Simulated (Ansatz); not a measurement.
# EuCdAu5 (C2): the equilibrium volume

At what volume is EuCdAu5 (C2) free of pressure?

Computed with Ansatz 0.2.0 (DFT r²SCAN, scalar-relativistic, plane waves, PAW, unless a step's input says otherwise).

4 further runs of the same task are left out: 2 that didn't finish, 2 set aside as unsound or not needed.

**1. The structure to begin with**

Symmetry: C2, No. 5, monoclinic system. Conventional cell: a = 5.488 Å, b = 10.257 Å, c = 5.804 Å, α = 90.00°, β = 117.89°, γ = 90.00°. Au (site symmetry 2) has 6 Au at 2.83 to 2.97 Å and 2 Cd at 2.97 Å and 1 Eu at 3.13 Å as nearest neighbours. Au (site symmetry 2) is surrounded by 6 Au at 2.83 to 2.97 Å and 2 Cd at 2.96 Å and 1 Eu at 3.13 Å. Au (site symmetry 1) has 6 Au at 2.83 to 2.97 Å and 2 Cd at 2.96 Å and 1 Eu at 3.13 Å as nearest neighbours. Au (site symmetry 2) is surrounded by 2 Cd at 2.74 Å and 8 Au at 2.96 to 2.97 Å. Around Cd (site symmetry 2) lie 10 Au at 2.74 to 2.97 Å. Eu (site symmetry 2) is surrounded by 12 Au at 3.13 to 3.41 Å.

Cell or atoms stand a little off a more symmetric structure (I-4m2 at a tolerance of 0.3 Å), so results at this geometry aren't those of that ideal crystal.

Structure file:

```
CELL_PARAMETERS angstrom
2.74381 -5.12837 0.00000
2.74381 5.12837 0.00000
-2.71485 0.00000 5.12980
ATOMIC_POSITIONS crystal
Au 0.30518 0.69482 0.00000
Au 0.69464 0.30536 0.00000
Au 0.69536 0.69532 0.38992
Au 0.30468 0.30464 0.61008
Au 0.25001 0.74999 0.50000
Cd 0.75013 0.24987 0.50000
Eu 0.99999 0.00001 0.00000
```

Starting moments: Eu 7.00 μB.

**2. The first run (r²SCAN, 4×4×4 mesh)**

The input, input.yaml:

```yaml
crystal:
  lattice:
    - [2.74380622, -5.12837331, 0.0]
    - [2.74380622, 5.12837331, 0.0]
    - [-2.71485411, 0.0, 5.12980488]
  atoms:
    - { symbol: Au, position: [0.30518329, 0.69481671, 0.0] }
    - { symbol: Au, position: [0.69464425, 0.30535575, 0.0] }
    - { symbol: Au, position: [0.6953564, 0.69532367, 0.38991532] }
    - { symbol: Au, position: [0.30467633, 0.3046436, 0.61008468] }
    - { symbol: Au, position: [0.25001441, 0.74998559, 0.5] }
    - { symbol: Cd, position: [0.75013454, 0.24986546, 0.5] }
    - { symbol: Eu, position: [0.99998978, 1.022e-05, 0.0], spin: 7.0 }
basis:
  ecutwfc: 500
kpoints:
  mp_grid: { grid: [4, 4, 4] }
hamiltonian:
  xc: r2scan
scf:
  occupations: { method: gaussian, width: 0.1 }
  lower_state_search: "off"
output:
  forces: true
  stress: true
  eigenvalues: true
  populations: true
  hubbard: { sites: [{ species: Eu, l: f }] }
magnetization:
  spin_polarized: true
```

The run is started by

```sh
$ ansatz run input.yaml --threads 8 --pin off --max-ram 14336MiB --backend cpu --events-out ev --progress --plain --runs-dir out
```

The program printed:

```text
Warning: RAYON_NUM_THREADS=8 ignored (pool sized by the plan → 8); use --threads N
Eu: projections on atomic orbitals take those of the free atom [Kr 4d10] 4f7 5s2 5p6 5d0 6s2, of charge +0.00 (hamiltonian.pseudopotentials.projection_atoms); the dataset's partial waves leave at most 1.0e-3 of an orbital's norm unspanned inside its sphere
Engine: ansatz 0.2.0, aarch64-unknown-linux-gnu
Pseudopotentials: kind: paw
Pseudopotential: Au, paw, valence charge 19, recommended cutoff 500 eV (meta_gga), Au.paw.azcp
Pseudopotential: Cd, paw, valence charge 20, recommended cutoff 500 eV (meta_gga), Cd.paw.azcp
Pseudopotential: Eu, paw, valence charge 17, recommended cutoff 500 eV (meta_gga), Eu.paw.azcp
Functional definition: r2SCAN
  parameter k0 = 0.174
  parameter k1 = 0.065
  parameter a1 = 4.9479
  exchange = r2scan_x(k0 = k0, k1 = k1, a1 = a1)
  correlation = r2scan_c
Crystal: 7 atoms, lattice volume = 144.366 Å³
Basis set: ecut = 500 eV, 3691 PW (Γ), exchange–correlation on 180×180×180 points (64 copies of the dense FFT grid, shifted against one another)
Bands: 84, of which v1, the nominal top of the filled ones, is band 66 counted from 1 (65 counted from 0)
Symmetry: 2 space group operations
Space group: C2 (ITA 5), of the structure as read, at distance tolerance 5.2e-5 Å
Magnetic group: BNS 5.13 (UNI 20), of the structure as read, at distance tolerance 5.2e-5 Å
k-points: 24 of 64 (time reversal used)
Non-local potential: Au, projectors of the file, l = 0: 3, l = 1: 2, l = 2: 2, l = 3: 1
Non-local potential: Cd, projectors of the file, l = 0: 3, l = 1: 2, l = 2: 2, l = 3: 1
Non-local potential: Eu, projectors of the file, l = 0: 3, l = 1: 2, l = 2: 2, l = 3: 3
PAW form: soft (Blöchl's): semilocal exchange-correlation on the pseudo side does not see the compensation charge
PAW frozen core: Au, regenerated for the run's functional (the file was generated under x = pbe(κ = 0.804, μ = 0.2195149727645171), c = pbe(β = 0.06672455060314922))
PAW frozen core: Cd, regenerated for the run's functional (the file was generated under x = pbe(κ = 0.804, μ = 0.2195149727645171), c = pbe(β = 0.06672455060314922))
PAW frozen core: Eu, regenerated for the run's functional (the file was generated under x = pbe(κ = 0.804, μ = 0.2195149727645171), c = pbe(β = 0.06672455060314922))
PAW one-centre angular grid: Au, 590 points (default); XC on 160 Gauss nodes
PAW one-centre angular grid: Cd, 590 points (default); XC on 160 Gauss nodes
PAW one-centre angular grid: Eu, 2702 points (default); XC on 160 Gauss nodes
Initial density: superposition of atomic densities (chi_scale 0.1, normalization cell, long waves kept (reshape's long-wave potential 0.01 eV rms))
Starting moments: Σ|m| = 7 μB on 1 of 7 sites
Initial wavefunctions: pseudopotential atomic-orbital guess
Functional: x = r2scan, c = r2scan; τ floored in thin density (d = 2e-4 eV/Å³)
SCF iter   1: F=-82853.544278 eV  HF=-82869.972672 eV  |F-HF|=1.64e1  |Δ(HF+E_count)|=         —  Δρ=1.75e-1 (↑1.75e-1 ↓1.38e-1)  dr2=2.35e1  dr2_τ=4.44e-1  dr2_m=2.92e1  M=7.598 μB ∫|m|=7.844 μB  β_m=1.00  ethr=3.10e-3  ⟨swp⟩=6.0  Hψ=13582  notcnv=0  defer=14
preconditioner: auto → Kerker (q_TF=auto, 2.688 Å⁻¹)  [metal: Δε(μ)=0.018 eV  Ē_g=9.983 eV  σ=0.100 eV  W_gap=0.10  n_scr=46 (ndim 8)  ℏωp=28.0 eV  f_vac=0.000  D(μ)=4.28/eV (n_scr^D=34)]
spin=Collinear: Kerker preconditioning applied to the charge; magnetization (m = ρ↑ − ρ↓) channel mixes plain (no charge-response kernel on spin).
SCF iter   2: F=-82864.069123 eV  HF=-82859.098587 eV  |F-HF|=4.97e0  |Δ(HF+E_count)|=    1.09e1  Δρ=3.91e-2 (↑3.91e-2 ↓3.06e-2)  dr2=7.20e0  dr2_τ=1.04e-1  dr2_m=6.35e-1  M=7.389 μB ∫|m|=7.554 μB  β_m=1.00  ethr=3.10e-3  ⟨swp⟩=3.0  Hψ=8721  notcnv=0  defer=384  κ⁻¹=1.0e0(r=1)
SCF iter   3: F=-82859.619767 eV  HF=-82861.115110 eV  |F-HF|=1.50e0  |Δ(HF+E_count)|=    2.02e0  Δρ=6.88e-2 (↑6.88e-2 ↓9.56e-3)  dr2=8.46e0  dr2_τ=5.40e-2  dr2_m=1.56e0  M=6.037 μB ∫|m|=6.391 μB  β_m=0.30  ethr=3.10e-3  ⟨swp⟩=2.8  Hψ=7555  notcnv=0  defer=486  κ⁻¹=4.2e-2(r=2)
SCF iter   4: F=-82818.869178 eV  HF=-82866.115982 eV  |F-HF|=4.72e1  |Δ(HF+E_count)|=    5.00e0  Δρ=1.63e-1 (↑1.63e-1 ↓1.58e-2)  dr2=4.81e1  dr2_τ=6.05e-2  dr2_m=7.67e0  M=5.050 μB ∫|m|=5.184 μB  β_m=0.30  ethr=3.10e-3  ⟨swp⟩=2.7  Hψ=7574  notcnv=0  defer=485  κ⁻¹=7.5e-4(r=3)
SCF iter   5: F=-82867.590654 eV  HF=-82867.116576 eV  |F-HF|=4.74e-1  |Δ(HF+E_count)|=    1.00e0  Δρ=5.52e-2 (↑5.52e-2 ↓2.37e-2)  dr2=1.54e0  dr2_τ=7.10e-2  dr2_m=2.01e0  M=7.435 μB ∫|m|=7.494 μB  β_m=1.00  ethr=3.10e-3  ⟨swp⟩=3.6  Hψ=8126  notcnv=0  defer=387  κ⁻¹=1.0e-4(r=4)
SCF iter   6: F=-82867.784193 eV  HF=-82867.254878 eV  |F-HF|=5.29e-1  |Δ(HF+E_count)|=   1.38e-1  Δρ=2.92e-2 (↑2.92e-2 ↓4.28e-3)  dr2=1.36e0  dr2_τ=3.75e-3  dr2_m=2.53e-1  M=7.503 μB ∫|m|=7.556 μB  β_m=1.00  ethr=1.17e-3  ⟨swp⟩=3.0  Hψ=6464  notcnv=0  defer=388  κ⁻¹=9.9e-5(r=5)
SCF iter   7: F=-82868.973010 eV  HF=-82868.122584 eV  |F-HF|=8.50e-1  |Δ(HF+E_count)|=   8.68e-1  Δρ=9.70e-3 (↑9.70e-3 ↓3.50e-3)  dr2=2.16e-1  dr2_τ=4.88e-3  dr2_m=2.58e-2  M=7.246 μB ∫|m|=7.339 μB  β_m=1.20  ethr=1.03e-3  ⟨swp⟩=3.5  Hψ=8530  notcnv=0  defer=470
Mixer restart at iter 7: flushing history
spin-set hold released at iteration 7 (site moments contracting): the magnetisation degrees of freedom join the quasi-Newton model from the next iteration; the mixer history was flushed
SCF iter   8: F=-82869.102021 eV  HF=-82868.449665 eV  |F-HF|=6.52e-1  |Δ(HF+E_count)|=   3.27e-1  Δρ=5.81e-3 (↑4.74e-3 ↓5.81e-3)  dr2=1.28e-2  dr2_τ=1.41e-3  dr2_m=3.46e-2  M=7.036 μB ∫|m|=7.176 μB  β_m=1.20  ethr=1.63e-4  ⟨swp⟩=2.6  Hψ=6748  notcnv=0  defer=474  κ⁻¹=1.0e0(r=1)
SCF iter   9: F=-82869.046260 eV  HF=-82868.914087 eV  |F-HF|=1.32e-1  |Δ(HF+E_count)|=   4.64e-1  Δρ=7.83e-3 (↑7.83e-3 ↓1.77e-3)  dr2=1.54e-1  dr2_τ=7.66e-4  dr2_m=1.42e-2  M=7.160 μB ∫|m|=7.265 μB  β_m=1.20  ethr=9.67e-6  ⟨swp⟩=3.0  Hψ=6505  notcnv=0  defer=474  κ⁻¹=1.3e-2(r=2)
[... 5 lines left out ...]
SCF iter  15: F=-82869.168572 eV  HF=-82869.169712 eV  |F-HF|=1.14e-3  |Δ(HF+E_count)|=   5.67e-4  Δρ=7.55e-4 (↑7.55e-4 ↓9.15e-5)  dr2=1.14e-3  dr2_τ=1.29e-6  dr2_m=2.03e-4  M=6.919 μB ∫|m|=7.074 μB  β_m=1.20  ethr=2.12e-6  ⟨swp⟩=2.0  Hψ=4124  notcnv=0  defer=475  κ⁻¹=2.1e-6(r=8)
SCF iter  16: F=-82869.166337 eV  HF=-82869.169907 eV  |F-HF|=3.57e-3  |Δ(HF+E_count)|=   1.95e-4  Δρ=1.56e-3 (↑1.56e-3 ↓1.75e-4)  dr2=3.95e-3  dr2_τ=4.74e-6  dr2_m=7.79e-4  M=6.969 μB ∫|m|=7.108 μB  β_m=1.20  ethr=8.63e-7  ⟨swp⟩=2.0  Hψ=4453  notcnv=0  defer=475  κ⁻¹=3.5e-6(r=8)
SCF iter  17: F=-82869.168754 eV  HF=-82869.169555 eV  |F-HF|=8.01e-4  |Δ(HF+E_count)|=   3.52e-4  Δρ=7.88e-4 (↑7.88e-4 ↓7.01e-5)  dr2=9.75e-4  dr2_τ=1.29e-6  dr2_m=2.13e-4  M=6.959 μB ∫|m|=7.101 μB  β_m=1.20  ethr=8.63e-7  ⟨swp⟩=2.0  Hψ=4257  notcnv=0  defer=473  κ⁻¹=5.1e-6(r=8)
SCF iter  18: F=-82869.169585 eV  HF=-82869.169602 eV  |F-HF|=1.70e-5  |Δ(HF+E_count)|=   4.69e-5  Δρ=2.52e-4 (↑2.52e-4 ↓2.75e-5)  dr2=1.00e-4  dr2_τ=2.06e-7  dr2_m=2.22e-5  M=6.948 μB ∫|m|=7.093 μB  β_m=1.20  ethr=7.39e-7  ⟨swp⟩=1.0  Hψ=3787  notcnv=0  defer=473  κ⁻¹=3.4e-6(r=8)
SCF iter  19: F=-82869.169668 eV  HF=-82869.169680 eV  |F-HF|=1.24e-5  |Δ(HF+E_count)|=   7.82e-5  Δρ=1.01e-4 (↑1.01e-4 ↓1.37e-5)  dr2=1.77e-5  dr2_τ=3.68e-8  dr2_m=3.19e-6  M=6.939 μB ∫|m|=7.088 μB  β_m=1.20  ethr=7.60e-8  ⟨swp⟩=2.0  Hψ=4150  notcnv=0  defer=473  κ⁻¹=1.3e-6(r=8)
SCF iter  20: F=-82869.169658 eV  HF=-82869.169660 eV  |F-HF|=1.95e-6  |Δ(HF+E_count)|=   1.97e-5  Δρ=3.69e-5 (↑3.69e-5 ↓6.82e-6)  dr2=2.44e-6  dr2_τ=6.84e-9  dr2_m=4.47e-7  M=6.942 μB ∫|m|=7.090 μB  β_m=1.20  ethr=1.34e-8  ⟨swp⟩=2.0  Hψ=4652  notcnv=0  defer=473  κ⁻¹=5.5e-7(r=8)
SCF iter  21: F=-82869.169660 eV  HF=-82869.169660 eV  |F-HF|=3.14e-7  |Δ(HF+E_count)|=   4.70e-8  Δρ=2.46e-5 (↑2.46e-5 ↓4.18e-6)  dr2=9.09e-7  dr2_τ=2.66e-9  dr2_m=1.99e-7  M=6.941 μB ∫|m|=7.089 μB  β_m=1.20  ethr=1.85e-9  ⟨swp⟩=2.0  Hψ=3778  notcnv=0  defer=473  κ⁻¹=5.0e-7(r=8)
SCF iter  22: F=-82869.169659 eV  HF=-82869.169661 eV  |F-HF|=1.15e-6  |Δ(HF+E_count)|=   2.36e-7  Δρ=3.11e-5 (↑3.11e-5 ↓3.65e-6)  dr2=1.50e-6  dr2_τ=2.33e-9  dr2_m=3.28e-7  M=6.941 μB ∫|m|=7.089 μB  β_m=1.20  ethr=6.89e-10  ⟨swp⟩=2.0  Hψ=4702  notcnv=0  defer=473  κ⁻¹=1.8e-7(r=8)
SCF iter  23: F=-82869.169661 eV  HF=-82869.169661 eV  |F-HF|=9.23e-8  |Δ(HF+E_count)|=   1.70e-7  Δρ=8.20e-6 (↑8.20e-6 ↓1.06e-6)  dr2=1.11e-7  dr2_τ=1.10e-10  dr2_m=2.10e-8  M=6.942 μB ∫|m|=7.089 μB  β_m=1.20  ethr=6.89e-10  ⟨swp⟩=2.0  Hψ=3981  notcnv=0  defer=473  κ⁻¹=7.0e-8(r=8)
SCF iter  24: F=-82869.169661 eV  HF=-82869.169661 eV  |F-HF|=7.76e-9  |Δ(HF+E_count)|=   9.28e-9  Δρ=3.40e-6 (↑3.40e-6 ↓7.30e-7)  dr2=1.87e-8  dr2_τ=4.25e-11  dr2_m=3.34e-9  M=6.942 μB ∫|m|=7.089 μB  ethr=7.58e-11  ⟨swp⟩=11.5  Hψ=16356  notcnv=0
SCF 1 converged in 24 iterations: F = -82869.169661 eV  dr2 = 1.87e-8
this state was not tested for a lower state beside it, because the mixer in use, unlike msr1, does not test its closes by its own steps (another_mixer; see scf.mixing.algorithm and scf.lower_state_search)
SCF converged after 24 iterations
Magnetization: 6.9416 μB (69.4708 up, 62.5292 down)
Absolute magnetization: 7.0952 μB (∫|ρ↑−ρ↓|, with the PAW one-centre terms)
Spin contamination: 0.1575 ħ² per cell (⟨S²⟩ above its minimum at these occupations)
Per-site moments (μB) at R_I (Å): [(-0.005895618766123785, 1.1663144036403317), (-0.007640845861958095, 1.1657009865538022), (-0.006609107994178493, 1.1657009865538022), (-0.006609107994178504, 1.1657009865538022), (0.010399617714075923, 1.1318201798702479), (-0.0024591228017834545, 1.1318201798702479), (6.762855873148629, 1.290982310390095)]
Free energy (F): -82869.169661 eV
Harris-Foulkes:  -82869.169661 eV  (|F-HF|=7.76e-9)
Internal energy: -82869.129466 eV  (E = F + TS)
E sigma→0 (E₀):  -82869.149563 eV
Entropy (-TS):   -0.040195 eV (-5.742 meV/atom)
Fermi energy:    16.635580 eV
--- Per-component energies (eV) ---
  E_band       = -1772.570342
  E_kinetic    = 3884.784568
  E_local      = -14800.014099  (includes V_loc(G=0)·N_el)
  E_nonlocal   = 876.788929
  E_hartree    = 6396.613579
  E_xc         = -1432.567435
  E_vxc        = -2011.101468  (∫ρ·V_xc dr)
  E_paw        = -59164.897166  (= ΣΔE_a)
  E_vpaw       = -2653.095683  (= ΣTr[D̂ρ^β])
  E_aug_tail   = 0.003701  (compensation charges beyond the density's cutoff)
  E_vtau       = 136.836832  (kinetic-family band-sum trace: ∫τ·v_τ [+ j·A + Jᵃ·Aᵃ] dr)
  E_ewald      = -18628.675895
  E_core_change = -1.165646  (= ΣΔE_core)
  E_smearing   = -0.040195  (= −TS)
  E_closure    = -0.000000  (closes the sum)
  Σ components = -82869.169661   (vs F -82869.169661, Δ=0.00e0)
--- Forces (eV/Å), atoms counted from 1 ---
  atom   1  Au    -0.00000000    -0.09185523    -0.00000000
  atom   2  Au    -0.00000000     0.08968886     0.00000000
  atom   3  Au     0.00411806     0.00322908    -0.09381432
  atom   4  Au    -0.00411806     0.00322908     0.09381432
  atom   5  Au     0.00000000     0.00059307    -0.00000000
  atom   6  Cd     0.00000000    -0.00576316    -0.00000000
  atom   7  Eu     0.00000000     0.00087791    -0.00000000
  max |Σ_I F_I| component: 3.77e-7 eV/Å
--- Stress (GPa, compression-positive) ---
       -1.070547       0.000000      -0.011127
        0.000000      -1.618196      -0.000000
       -0.011128      -0.000000      -1.605472
  P = ⅓ Tr σ = -1.4314 GPa (-14.314 kbar)
--- Band table (eV; the first three rows and the last of 48) ---
  k-point 0 ↑: bands = ["-90.9109", "-90.9057", "-90.9046", "-90.8997", "-90.8904", "-88.8248", "-48.9759", "-48.9727", "-48.9727", "-41.8566", "-41.8215", "-41.8204", "-41.8074", "-41.7840", "-41.7808", "-41.7789", "-41.7431", "-41.7421", "-41.7345", "-41.7219", "-41.6941", "-41.6792", "-41.6755", "-41.6741", "-25.9810", "-4.1435", "-4.1433", "-4.1107", "7.1717", "7.4424", "7.4433", "7.4959", "7.7036", "7.9194", "10.1918", "10.8477", "10.8521", "10.9329", "11.1631", "11.1634", "11.5988", "11.6970", "11.8773", "11.9700", "11.9763", "12.3100", "12.3112", "12.7922", "12.7943", "13.0958", "13.1563", "13.1911", "13.1930", "13.2165", "13.3421", "13.7606", "13.8039", "14.0668", "14.0709", "15.5378", "15.5389", "16.3207", "16.3226", "16.3488", "16.3490", "16.3948", "16.4028", "16.5513", "16.5531", "16.5651", "16.5750", "16.9496", "16.9501", "20.0576", "20.3338", "20.3363", "20.6949", "20.9566", "23.3021", "23.4637", "23.4704", "23.9270", "23.9481", "23.9508"]
  k-point 1 ↑: bands = ["-90.9104", "-90.9066", "-90.9042", "-90.8995", "-90.8905", "-88.8248", "-48.9758", "-48.9727", "-48.9727", "-41.8500", "-41.8229", "-41.8162", "-41.8057", "-41.7902", "-41.7813", "-41.7735", "-41.7448", "-41.7418", "-41.7317", "-41.7200", "-41.6919", "-41.6876", "-41.6807", "-41.6761", "-25.9808", "-4.1494", "-4.1437", "-4.1096", "7.2071", "7.4178", "7.5071", "7.5226", "7.7078", "8.3736", "10.3867", "10.6522", "10.9380", "11.0134", "11.3201", "11.3299", "11.5358", "11.7352", "11.7402", "11.8664", "12.0329", "12.2760", "12.2998", "12.3968", "12.4634", "12.7950", "12.8201", "13.0339", "13.2231", "13.2483", "13.4941", "13.5012", "13.6048", "13.8234", "13.9180", "14.1964", "15.8279", "16.2861", "16.3013", "16.3143", "16.3197", "16.3435", "16.3473", "16.4118", "16.6300", "17.0147", "17.0677", "17.4843", "18.6179", "19.9688", "20.0664", "20.6322", "21.1515", "21.7186", "22.1124", "22.8702", "23.2505", "23.8227", "24.0303", "25.0424"]
  k-point 2 ↑: bands = ["-90.9096", "-90.9077", "-90.9040", "-90.8994", "-90.8906", "-88.8248", "-48.9758", "-48.9727", "-48.9726", "-41.8346", "-41.8341", "-41.8123", "-41.8049", "-41.7943", "-41.7818", "-41.7669", "-41.7465", "-41.7299", "-41.7288", "-41.7260", "-41.7062", "-41.6860", "-41.6857", "-41.6769", "-25.9806", "-4.1554", "-4.1439", "-4.1084", "7.2376", "7.4105", "7.5291", "7.6018", "7.6824", "9.3090", "9.9877", "10.6073", "11.0265", "11.2160", "11.2526", "11.4272", "11.5101", "11.5741", "11.6996", "11.8717", "11.8987", "12.0572", "12.1935", "12.2921", "12.3867", "12.6664", "12.7321", "12.8224", "12.9115", "13.2143", "13.2300", "13.3403", "13.4368", "13.7173", "13.7852", "14.0910", "15.8985", "16.2819", "16.2927", "16.3026", "16.3267", "16.3407", "16.3420", "16.3574", "16.8146", "17.2029", "17.3603", "18.1566", "19.0972", "19.2813", "20.5746", "21.0231", "21.3230", "21.3803", "22.7845", "23.1380", "23.5135", "23.7816", "25.1167", "25.8193"]
  k-point 23 ↓: bands = ["-90.9157", "-90.9144", "-90.9120", "-90.9063", "-90.8804", "-88.8228", "-48.9749", "-48.9701", "-48.9700", "-41.8342", "-41.8208", "-41.8133", "-41.8133", "-41.8032", "-41.7822", "-41.7785", "-41.7484", "-41.7482", "-41.7302", "-41.7275", "-41.7082", "-41.7073", "-41.6868", "-41.6864", "-22.3423", "-1.5762", "-1.5760", "-1.5016", "7.2734", "7.5892", "7.5895", "7.6397", "7.6569", "10.4237", "10.6156", "10.6182", "10.6667", "11.0109", "11.3955", "11.3959", "11.5321", "11.5353", "11.5953", "11.7759", "11.8607", "12.0318", "12.0332", "12.0434", "12.6182", "12.6720", "12.6725", "12.6789", "13.0110", "13.0133", "13.0448", "13.0495", "13.6309", "13.7353", "14.2902", "14.3952", "14.3957", "14.4274", "16.2097", "17.6375", "19.7879", "21.3582", "21.3633", "21.3680", "21.7642", "21.8851", "21.8863", "22.5237", "22.5238", "22.5839", "22.6885", "22.8317", "23.1706", "23.3973", "23.5059", "23.5516", "23.5784", "24.8455", "25.9861", "25.9891"]
--- Löwdin populations: 7 sites ---
  site symbol       q [e]    m [muB]
     0     Au     18.9065    -0.0149
     1     Au     18.9128    -0.0176
     2     Au     18.9087    -0.0159
     3     Au     18.9087    -0.0159
     4     Au     18.8678     0.0080
     5     Cd     19.0485    -0.0045
     6     Eu     17.4344     6.9834
  spilling = 0.007672 (of n_electrons = 132.000000)
--- Occupation matrices: 1 shell (Löwdin-built; ε = 2.00e-2, provisional) ---
  Eu6 f_4F: site group C2 (2)
  Eu6 f_4F up     Tr n = 6.7993  λ = 0.947 0.966 0.966 0.978 0.979 0.982 0.983  [7× z3 0.14 B(0.57)]
  Eu6 f_4F dn     Tr n = 0.0313  λ = 0.003 0.004 0.004 0.004 0.005 0.006 0.006  [7× z3 0.14 B(0.57)]
  Tr n, λ and their labels are of the run-group-symmetrised matrices; stabiliser: 2 of 4 elements of G0×{1,Θ} (closed), max defect 2.9e-15 at τ = 4.2e-3
```

Wall time 41 s (8 threads of Arm Neoverse V1, shared host); peak memory 1.5 GiB.

In short: volume 20.624 Å³/atom, pressure -1.43 GPa, a metal on this mesh, moments in the atoms' spheres Eu 6.76 μB.

(Part 1 of 2 ends here.)
